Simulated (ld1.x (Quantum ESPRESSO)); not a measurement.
**Potentials for Al that differ in a few settings**

One potential is built and tested. Then a few of its settings are changed, to learn what that costs or gains.

Method: ld1.x (Quantum ESPRESSO) 7.5, PBE, non-relativistic.

2 further runs of the same task are left out: 2 that didn't finish.

## 1. Settings

The settings as typed:

```
element                 : aluminium (Al, Z = 13)
type                    : ultrasoft
frozen core             : [Ne]
valence charge          : 3
reference configuration : 3s2 3p1
partial waves           : 3s (bound): rcut 1.65, rcutus 1.75 bohr; 3s channel at -0.1 Ry: rcut 1.65, rcutus 1.75 bohr; 3p (bound): rcut 1.65, rcutus 2.15 bohr; 3p channel at 0.65 Ry: rcut 1.65, rcutus 2.15 bohr
local potential         : all-electron potential smoothed inside 1.70 bohr (lloc = -1)
core correction         : Bessel-smoothed model core, default radius (core density twice the valence density)
augmentation charge     : PSQ, inside the norm-conserving radii
```

The outer shells as boxes (Hund's rule for the drawing; the calculation is spin-unpolarised):

```
[Ne] core
3s [↑↓]
3p [↑ ][  ][  ]
```

The nodes and maxima of the atom's own shells, from an earlier all-electron run, set the scale for the radii.

All-electron outer shells of the reference configuration (PBE, non-relativistic, ld1.x):

| shell | level (eV) | outermost node (bohr) | outermost maximum (bohr) |
| --- | --- | --- | --- |
| 2s | -107.72 | 0.17 | 0.50 |
| 2p | -69.68 | – | 0.43 |
| 3s | -7.73 | 0.80 | 2.09 |
| 3p | -2.72 | 0.82 | 2.64 |

## 2. The first potential

Input file Al.in:

```
 &input
   title='Al', zed=13., rel=0, dft='PBE', iswitch=3,
   config='[Ne] 3s2 3p1',
   nld=2, rlderiv=2.35, eminld=-3.0, emaxld=5.0, deld=0.02
 /
 &inputp
   pseudotype=3, tm=.true., lloc=-1, rcloc=1.70,
   nlcc=.true., new_core_ps=.true.,
   which_augfun='PSQ', rmatch_augfun_nc=.true.,
   file_pseudopw='Al.UPF', file_wfcaegen='ae.wfc', file_wfcncgen='nc.wfc', file_beta='beta', file_chi='chi', file_wfcusgen='us.wfc'
 /
4
3S  1  0   2.00   0.00  1.65  1.75  0.0
3S  1  0   0.00  -0.10  1.65  1.75  0.0
3P  2  1   1.00   0.00  1.65  2.15  0.0
3P  2  1   0.00   0.65  1.65  2.15  0.0
 &test
   configts(1)='3s2 3p1'
 /
```

The run is started by

```sh
$ ld1.x < Al.in > Al.out
```

What the program wrote to Al.out (without the banner and most projector matrices):

```text
     Program LD1 v.7.5
     --------------------------- All-electron run ----------------------------

     Al

     atomic number is 13.00
     dft =PBE   lsd =0 sic =0 latt =0  beta=0.20 tr2=1.0E-14
     Exchange-correlation= PBE
                           (   1   4   3   4   0   0   0)
     mesh =1135 r(mesh) = 100.48924 a.u. xmin = -7.00 dx = 0.01250
     1 Ry =  13.60569312 eV

     n l     nl                  e(Ry)          e(Ha)          e(eV)
     1 0     1S 1( 2.00)      -110.8126       -55.4063     -1507.6819
     2 0     2S 1( 2.00)        -7.9170        -3.9585      -107.7168
     2 1     2P 1( 6.00)        -5.1216        -2.5608       -69.6831
     3 0     3S 1( 2.00)        -0.5682        -0.2841        -7.7303
     3 1     3P 1( 1.00)        -0.1999        -0.1000        -2.7199

     final scf error:  8.6E-15 reached in  29 iterations

     Etot =    -484.451227 Ry,    -242.225613 Ha,   -6591.294724 eV

     Ekin =     483.661171 Ry,     241.830586 Ha,    6580.545474 eV
     Encl =   -1156.929348 Ry,    -578.464674 Ha,  -15740.825669 eV
     Eh   =     225.596657 Ry,     112.798329 Ha,    3069.398890 eV
     Exc  =     -36.779708 Ry,     -18.389854 Ha,    -500.413418 eV

     normalization and overlap integrals

     s(1S/1S) =  1.000000  <r> =   0.1205  <r2> =    0.0196  r(max) =   0.0789
     s(2S/2S) =  1.000000  <r> =   0.6279  <r2> =    0.4727  r(max) =   0.4954
     s(2P/2P) =  1.000000  <r> =   0.6039  <r2> =    0.4637  r(max) =   0.4317
     s(3S/3S) =  1.000000  <r> =   2.5480  <r2> =    7.5833  r(max) =   2.0856
     s(3P/3P) =  1.000000  <r> =   3.4456  <r2> =   14.3327  r(max) =   2.6447

     ------------------------ End of All-electron run ------------------------

     --------------------- Generating US pseudopotential ---------------------

      Generating local potential from pseudized AE potential:
      Matching radius rcloc =   1.7000

      Local pseudo, rcloc= 1.708 Estimated cut-off energy=     7.95 Ry

      Computing core charge for nlcc:

       r > 1.31 : true rho core
      Core charge pseudized with two Bessel functions
      Integrated core pseudo-charge :   3.68
      Wfc-us  3S rcutus= 1.751  Estimated cut-off energy=    13.70 Ry
      Wfc-us  3S rcutus= 1.751  Estimated cut-off energy=    14.30 Ry
      Wfc-us  3P rcutus= 2.138  Estimated cut-off energy=    15.86 Ry
      Wfc-us  3P rcutus= 2.138  Estimated cut-off energy=    17.25 Ry

     Q pseudized with Bessel functions
     Expected ecutrho=      95.4963 due to l1=  1   l2=  1

     ------------------- End of pseudopotential generation -------------------

     [... the all-electron block is printed once more ...]


     Computing logarithmic derivative in   2.34860
     Computing logarithmic derivative in   2.34860
     Computing the partial wave expansion
     R is outside the sphere for l=    0 j= 0.00
     R is outside the sphere for l=    0 j= 0.00
     R is outside the sphere for l=    1 j= 0.00
     R is outside the sphere for l=    1 j= 0.00

     ---------------------- Testing the pseudopotential ----------------------

     Al

     atomic number is 13.00   valence charge is  3.00
     dft =PBE   lsd =0 sic =0 latt =0  beta=0.20 tr2=1.0E-14
     mesh =1135 r(mesh) = 100.48924 xmin = -7.00 dx = 0.01250

     n l     nl             e AE (Ry)        e PS (Ry)    De AE-PS (Ry)
     1 0     3S   1( 2.00)       -0.56816       -0.56816        0.00000
     2 1     3P   1( 1.00)       -0.19991       -0.19991        0.00000

     eps = 3.6E-20  iter =  1

     Etot =    -484.451227 Ry,    -242.225613 Ha,   -6591.294724 eV
     Etotps =    -9.126145 Ry,      -4.563073 Ha,    -124.167530 eV

     Ekin =       1.252767 Ry,       0.626384 Ha,      17.044768 eV
     Encl =      -7.363331 Ry,      -3.681666 Ha,    -100.183224 eV
     Ehrt =       2.882218 Ry,       1.441109 Ha,      39.214570 eV
     Ecxc =      -6.606297 Ry,      -3.303148 Ha,     -89.883243 eV
     (Ecc =      -5.201466 Ry,      -2.600733 Ha,     -70.769546 eV)
     Epseu=       0.708498 Ry,       0.354249 Ha,       9.639600 eV

     ---------------------- End of pseudopotential test ----------------------
```

Wall time 3.4 s (1 thread, shared host). This counts the later configuration tests of the new file too.

All-electron and pseudo partial waves u(r) = r·R(r), from the program's wave files:

```csv
r (bohr),3s AE,3s PS,3p AE,3p PS
0.108,0.1069,0.0181,-0.0811,0.0032
0.215,-0.1074,0.0377,-0.1726,0.0126
0.322,-0.2556,0.0604,-0.2124,0.0278
0.430,-0.2951,0.0878,-0.2048,0.0487
0.538,-0.2530,0.1206,-0.1652,0.0744
0.645,-0.1644,0.1587,-0.1080,0.1038
0.752,-0.0541,0.2023,-0.0422,0.1364
0.860,0.0630,0.2513,0.0269,0.1716
0.968,0.1758,0.3041,0.0948,0.2082
1.075,0.2780,0.3588,0.1589,0.2451
1.182,0.3679,0.4140,0.2183,0.2818
1.290,0.4453,0.4682,0.2731,0.3181
1.398,0.5095,0.5190,0.3225,0.3531
1.505,0.5611,0.5640,0.3661,0.3860
1.612,0.6018,0.6023,0.4049,0.4167
1.720,0.6328,0.6328,0.4391,0.4452
1.828,0.6545,0.6545,0.4684,0.4710
1.935,0.6678,0.6678,0.4929,0.4936
2.042,0.6738,0.6738,0.5129,0.5130
2.150,0.6736,0.6736,0.5290,0.5290
2.258,0.6680,0.6680,0.5412,0.5412
2.365,0.6579,0.6579,0.5499,0.5499
2.472,0.6442,0.6442,0.5554,0.5554
2.580,0.6273,0.6273,0.5581,0.5581
2.688,0.6080,0.6080,0.5582,0.5582
2.795,0.5871,0.5871,0.5560,0.5560
```

## 3. Configuration tests

Input file Al.test.in:

```
 &input
   title='Al', zed=13., rel=0, dft='PBE', iswitch=2,
   config='[Ne] 3s2 3p1'
 /
 &test
   file_pseudo='Al.UPF', nconf=8,
   configts(1)='3s2 3p1',
   configts(2)='3s2 3p0',
   configts(3)='3s1 3p0',
   configts(4)='3s2 3p0.5',
   configts(5)='3s1 3p2',
   configts(6)='3s0 3p3',
   configts(7)='3s2 3p1.3',
   configts(8)='3s1 3p1'
 /
```

The run is started by

```sh
$ ld1.x < Al.test.in > Al.test.out
```

Al.test.out, the pseudopotential blocks:

```text
     ---------------------- Testing the pseudopotential ----------------------

     Al

     atomic number is 13.00   valence charge is  3.00
     dft =PBE   lsd =0 sic =0 latt =0  beta=0.20 tr2=1.0E-14
     mesh =1135 r(mesh) = 100.48924 xmin = -7.00 dx = 0.01250

     n l     nl             e AE (Ry)        e PS (Ry)    De AE-PS (Ry)
     1 0     3S   1( 2.00)       -0.56816       -0.56816       -0.00000
     2 1     3P   1( 1.00)       -0.19991       -0.19991       -0.00000

     eps = 2.0E-19  iter =  1

     Etot =    -484.451227 Ry,    -242.225613 Ha,   -6591.294724 eV
     Etotps =    -9.126145 Ry,      -4.563073 Ha,    -124.167530 eV

     Ekin =       1.252767 Ry,       0.626384 Ha,      17.044768 eV
     Encl =      -7.363331 Ry,      -3.681666 Ha,    -100.183224 eV
     Ehrt =       2.882218 Ry,       1.441109 Ha,      39.214570 eV
     Ecxc =      -6.606297 Ry,      -3.303148 Ha,     -89.883243 eV
     (Ecc =      -5.201466 Ry,      -2.600733 Ha,     -70.769546 eV)
     Epseu=       0.708498 Ry,       0.354249 Ha,       9.639600 eV

     ---------------------- End of pseudopotential test ----------------------

     ---------------------- Testing the pseudopotential ----------------------

     Al

     atomic number is 13.00   valence charge is  3.00
     dft =PBE   lsd =0 sic =0 latt =0  beta=0.20 tr2=1.0E-14
     mesh =1135 r(mesh) = 100.48924 xmin = -7.00 dx = 0.01250

     n l     nl             e AE (Ry)        e PS (Ry)    De AE-PS (Ry)
     1 0     3S   1( 2.00)       -1.08665       -1.08667        0.00002
     2 1     3P   1( 0.00)       -0.66626       -0.66619       -0.00006

     eps = 7.9E-15  iter =  8

     Etot =    -484.027052 Ry,    -242.013526 Ha,   -6585.523531 eV
     Etotps =    -8.701992 Ry,      -4.350996 Ha,    -118.396635 eV
     dEtot_ae =       0.424175 Ry
     dEtot_ps =       0.424153 Ry,   Delta E=       0.000022 Ry

     Ekin =       0.849340 Ry,       0.424670 Ha,      11.555865 eV
     Encl =      -5.550368 Ry,      -2.775184 Ha,     -75.516605 eV
     Ehrt =       1.512615 Ry,       0.756307 Ha,      20.580171 eV
     Ecxc =      -6.236486 Ry,      -3.118243 Ha,     -84.851712 eV
     (Ecc =      -5.201466 Ry,      -2.600733 Ha,     -70.769546 eV)
     Epseu=       0.722907 Ry,       0.361453 Ha,       9.835646 eV

     ---------------------- End of pseudopotential test ----------------------

     ---------------------- Testing the pseudopotential ----------------------

     Al

     atomic number is 13.00   valence charge is  3.00
     dft =PBE   lsd =0 sic =0 latt =0  beta=0.20 tr2=1.0E-14
     mesh =1135 r(mesh) = 100.48924 xmin = -7.00 dx = 0.01250

     n l     nl             e AE (Ry)        e PS (Ry)    De AE-PS (Ry)
     1 0     3S   1( 1.00)       -1.74228       -1.74337        0.00109
     2 1     3P   1( 0.00)       -1.26472       -1.26512        0.00040

     eps = 9.2E-15  iter =  8

     Etot =    -482.616477 Ry,    -241.308239 Ha,   -6566.331687 eV
     Etotps =    -7.290962 Ry,      -3.645481 Ha,     -99.198595 eV
     dEtot_ae =       1.834749 Ry
     dEtot_ps =       1.835183 Ry,   Delta E=      -0.000433 Ry

     Ekin =       0.501879 Ry,       0.250939 Ha,       6.828409 eV
     Encl =      -2.936415 Ry,      -1.468208 Ha,     -39.951966 eV
     Ehrt =       0.406849 Ry,       0.203424 Ha,       5.535462 eV
     Ecxc =      -5.711923 Ry,      -2.855962 Ha,     -77.714677 eV
     (Ecc =      -5.201466 Ry,      -2.600733 Ha,     -70.769546 eV)
     Epseu=       0.448649 Ry,       0.224324 Ha,       6.104177 eV

     ---------------------- End of pseudopotential test ----------------------

     ---------------------- Testing the pseudopotential ----------------------

     Al

     atomic number is 13.00   valence charge is  3.00
     dft =PBE   lsd =0 sic =0 latt =0  beta=0.20 tr2=1.0E-14
     mesh =1135 r(mesh) = 100.48924 xmin = -7.00 dx = 0.01250

     n l     nl             e AE (Ry)        e PS (Ry)    De AE-PS (Ry)
     1 0     3S   1( 2.00)       -0.81366       -0.81366        0.00000
     2 1     3P   1( 0.50)       -0.41975       -0.41973       -0.00002

     eps = 8.4E-16  iter =  6

     Etot =    -484.297604 Ry,    -242.148802 Ha,   -6589.204578 eV
     Etotps =    -8.972526 Ry,      -4.486263 Ha,    -122.077437 eV
     dEtot_ae =       0.153623 Ry
     dEtot_ps =       0.153619 Ry,   Delta E=       0.000004 Ry

     Ekin =       1.091219 Ry,       0.545610 Ha,      14.846797 eV
     Encl =      -6.525066 Ry,      -3.262533 Ha,     -88.778050 eV
     Ehrt =       2.176297 Ry,       1.088148 Ha,      29.610024 eV
     Ecxc =      -6.433882 Ry,      -3.216941 Ha,     -87.537429 eV
     (Ecc =      -5.201466 Ry,      -2.600733 Ha,     -70.769546 eV)
     Epseu=       0.718906 Ry,       0.359453 Ha,       9.781221 eV

     ---------------------- End of pseudopotential test ----------------------

     ---------------------- Testing the pseudopotential ----------------------

     Al

     atomic number is 13.00   valence charge is  3.00
     dft =PBE   lsd =0 sic =0 latt =0  beta=0.20 tr2=1.0E-14
     mesh =1135 r(mesh) = 100.48924 xmin = -7.00 dx = 0.01250

     n l     nl             e AE (Ry)        e PS (Ry)    De AE-PS (Ry)
     1 0     3S   1( 1.00)       -0.62790       -0.62815        0.00025
     2 1     3P   1( 2.00)       -0.24596       -0.24598        0.00003

     eps = 6.4E-15  iter =  7

     Etot =    -484.075871 Ry,    -242.037936 Ha,   -6586.187750 eV
     Etotps =    -8.750680 Ry,      -4.375340 Ha,    -119.059068 eV
     dEtot_ae =       0.375356 Ry
     dEtot_ps =       0.375465 Ry,   Delta E=      -0.000109 Ry

     Ekin =       1.514119 Ry,       0.757059 Ha,      20.600634 eV
     Encl =      -6.988054 Ry,      -3.494027 Ha,     -95.077317 eV
     Ehrt =       2.709131 Ry,       1.354565 Ha,      36.859603 eV
     Ecxc =      -6.514415 Ry,      -3.257208 Ha,     -88.633137 eV
     (Ecc =      -5.201466 Ry,      -2.600733 Ha,     -70.769546 eV)
     Epseu=       0.528540 Ry,       0.264270 Ha,       7.191149 eV

     ---------------------- End of pseudopotential test ----------------------

     ---------------------- Testing the pseudopotential ----------------------

     Al

     atomic number is 13.00   valence charge is  3.00
     dft =PBE   lsd =0 sic =0 latt =0  beta=0.20 tr2=1.0E-14
     mesh =1135 r(mesh) = 100.48924 xmin = -7.00 dx = 0.01250

     n l     nl             e AE (Ry)        e PS (Ry)    De AE-PS (Ry)
     1 0     3S   1( 0.00)       -0.67934       -0.67986        0.00052
     2 1     3P   1( 3.00)       -0.28601       -0.28610        0.00009

     eps = 2.9E-16  iter =  9

     Etot =    -483.688095 Ry,    -241.844047 Ha,   -6580.911787 eV
     Etotps =    -8.362581 Ry,      -4.181290 Ha,    -113.778705 eV
     dEtot_ae =       0.763132 Ry
     dEtot_ps =       0.763565 Ry,   Delta E=      -0.000433 Ry

     Ekin =       1.815391 Ry,       0.907695 Ha,      24.699648 eV
     Encl =      -6.644134 Ry,      -3.322067 Ha,     -90.398049 eV
     Ehrt =       2.576319 Ry,       1.288160 Ha,      35.052609 eV
     Ecxc =      -6.440057 Ry,      -3.220028 Ha,     -87.621436 eV
     (Ecc =      -5.201466 Ry,      -2.600733 Ha,     -70.769546 eV)
     Epseu=       0.329900 Ry,       0.164950 Ha,       4.488524 eV

     ---------------------- End of pseudopotential test ----------------------

     ---------------------- Testing the pseudopotential ----------------------

     Al

     atomic number is 13.00   valence charge is  3.00
     dft =PBE   lsd =0 sic =0 latt =0  beta=0.20 tr2=1.0E-14
     mesh =1135 r(mesh) = 100.48924 xmin = -7.00 dx = 0.01250

     n l     nl             e AE (Ry)        e PS (Ry)    De AE-PS (Ry)
     1 0     3S   1( 2.00)       -0.43907       -0.43907        0.00000
     2 1     3P   1( 1.30)       -0.08526       -0.08526        0.00000

     eps = 1.3E-15  iter =  6

     Etot =    -484.493613 Ry,    -242.246807 Ha,   -6591.871424 eV
     Etotps =    -9.168534 Ry,      -4.584267 Ha,    -124.744256 eV
     dEtot_ae =      -0.042387 Ry
     dEtot_ps =      -0.042389 Ry,   Delta E=       0.000002 Ry

     Ekin =       1.310848 Ry,       0.655424 Ha,      17.834999 eV
     Encl =      -7.786080 Ry,      -3.893040 Ha,    -105.935008 eV
     Ehrt =       3.298012 Ry,       1.649006 Ha,      44.871744 eV
     Ecxc =      -6.692140 Ry,      -3.346070 Ha,     -91.051205 eV
     (Ecc =      -5.201466 Ry,      -2.600733 Ha,     -70.769546 eV)
     Epseu=       0.700825 Ry,       0.350413 Ha,       9.535215 eV

     ---------------------- End of pseudopotential test ----------------------

     ---------------------- Testing the pseudopotential ----------------------

     Al

     atomic number is 13.00   valence charge is  3.00
     dft =PBE   lsd =0 sic =0 latt =0  beta=0.20 tr2=1.0E-14
     mesh =1135 r(mesh) = 100.48924 xmin = -7.00 dx = 0.01250

     n l     nl             e AE (Ry)        e PS (Ry)    De AE-PS (Ry)
     1 0     3S   1( 1.00)       -1.14475       -1.14525        0.00049
     2 1     3P   1( 1.00)       -0.71685       -0.71700        0.00015

     eps = 6.1E-15  iter =  7

     Etot =    -483.602832 Ry,    -241.801416 Ha,   -6579.751722 eV
     Etotps =    -8.277556 Ry,      -4.138778 Ha,    -112.621893 eV
     dEtot_ae =       0.848395 Ry
     dEtot_ps =       0.848589 Ry,   Delta E=      -0.000194 Ry

     Ekin =       1.159939 Ry,       0.579969 Ha,      15.781773 eV
     Encl =      -5.193013 Ry,      -2.596506 Ha,     -70.654537 eV
     Ehrt =       1.386675 Ry,       0.693338 Ha,      18.866678 eV
     Ecxc =      -6.142737 Ry,      -3.071369 Ha,     -83.576201 eV
     (Ecc =      -5.201466 Ry,      -2.600733 Ha,     -70.769546 eV)
     Epseu=       0.511579 Ry,       0.255790 Ha,       6.960393 eV

     ---------------------- End of pseudopotential test ----------------------
```

The tests as a table, with energies relative to 3s2 3p1. The frozen-core shift comes from a second all-electron run, not shown, with the core orbitals held at their reference shape; it is that run's ΔE less the relaxed one.

| valence configuration | charge | ΔE all-electron (eV) | error AE − PS (meV) | frozen-core shift (meV) |
| --- | --- | --- | --- | --- |
| 3s2 3p0 | +1 | 5.771 | +0.3 | +0.7 |
| 3s1 3p0 | +2 | 24.963 | -5.9 | +19 |
| 3s2 3p0.5 | +0.5 | 2.090 | +0.1 | +0.1 |
| 3s1 3p2 | 0 | 5.107 | -1.5 | +1.4 |
| 3s0 3p3 | 0 | 10.383 | -5.9 | +5.6 |
| 3s2 3p1.3 | -0.3 | -0.577 | 0.0 | 0.0 |
| 3s1 3p1 | +1 | 11.543 | -2.6 | +4.1 |

## 4. Does it scatter like the atom?

Taken from the files of the generation run. The phase is arctan(r·u′/u) with u = r·R, unwrapped, with energies in Ry. A pole is an energy at which the radial function vanishes at the test radius. The pseudo phase is shifted by a multiple of π to meet the all-electron one at the reference energy. Levels narrower than the energy grid can be missing from the poles. The last column is the largest difference on the grid between −1 and +1 Ry.

| channel | radius (bohr) | reference (Ry) | poles AE | poles PS | window around the reference with phases within 0.05 rad (Ry) | largest difference near zero (rad) |
| --- | --- | --- | --- | --- | --- | --- |
| s | 2.35 | -0.57 | 1.44 | 1.44, 3.53 | below 2.9 | 0.000 |
| p | 2.35 | -0.20 | 2.28 | 2.27 | below 4.4 | 0.000 |

Phases (rad) along the scan:

```csv
E (Ry),s AE,s PS,p AE,p PS
-3.00,1.256,1.256,1.296,1.295
-2.52,1.206,1.206,1.264,1.263
-2.04,1.127,1.126,1.219,1.219
-1.56,0.978,0.978,1.151,1.151
-1.08,0.626,0.626,1.034,1.034
-0.60,-0.276,-0.276,0.789,0.789
-0.12,-1.052,-1.052,0.160,0.160
0.36,-1.341,-1.341,-0.776,-0.776
0.84,-1.474,-1.475,-1.217,-1.217
1.32,-1.554,-1.555,-1.402,-1.402
1.80,-1.613,-1.615,-1.503,-1.504
2.28,-1.662,-1.669,-1.571,-1.572
2.76,-1.711,-1.738,-1.625,-1.628
3.24,-1.766,-2.122,-1.674,-1.680
3.72,-1.837,-4.814,-1.726,-1.740
4.20,-1.946,-4.922,-1.791,-1.821
4.68,-2.151,-5.021,-1.883,-1.966
```

## 5. Plane-wave convergence, by spherical Bessel functions

A separate test, outside the generator: the pseudo-atom's Hamiltonian at the reference potential is diagonalised in spherical Bessel functions j_l(qr) that vanish at 20 bohr, with q² up to the cutoff.

All-electron valence levels (Ry): 3s -0.5682, 3p -0.1999. The lowest levels of each channel (Ry) by cutoff; the last column sums, over occupied levels, occupation times the distance from the level at 400 Ry. A positive value at high cutoff is not a bound level.

```csv
cutoff (Ry),s #1,p #1,d #1,f #1,Σ f·Δε (mRy)
8,-0.5631,-0.1998,0.0457,0.1022,10.2
10,-0.5664,-0.1998,0.0457,0.1022,3.6
12,-0.5677,-0.1998,0.0457,0.1022,1.0
15,-0.5680,-0.1999,0.0457,0.1022,0.3
18,-0.5681,-0.1999,0.0457,0.1022,0.3
400,-0.5682,-0.1999,0.0457,0.1022,0.0
```

The sum stays within 10 mRy from 10 Ry and within 1 mRy from 12 Ry. The sum leaves out empty levels, which can need more. Ghost test: no level below the all-electron spectrum of its channel (s, p, d, f tested).

[end of part 1 of 2]
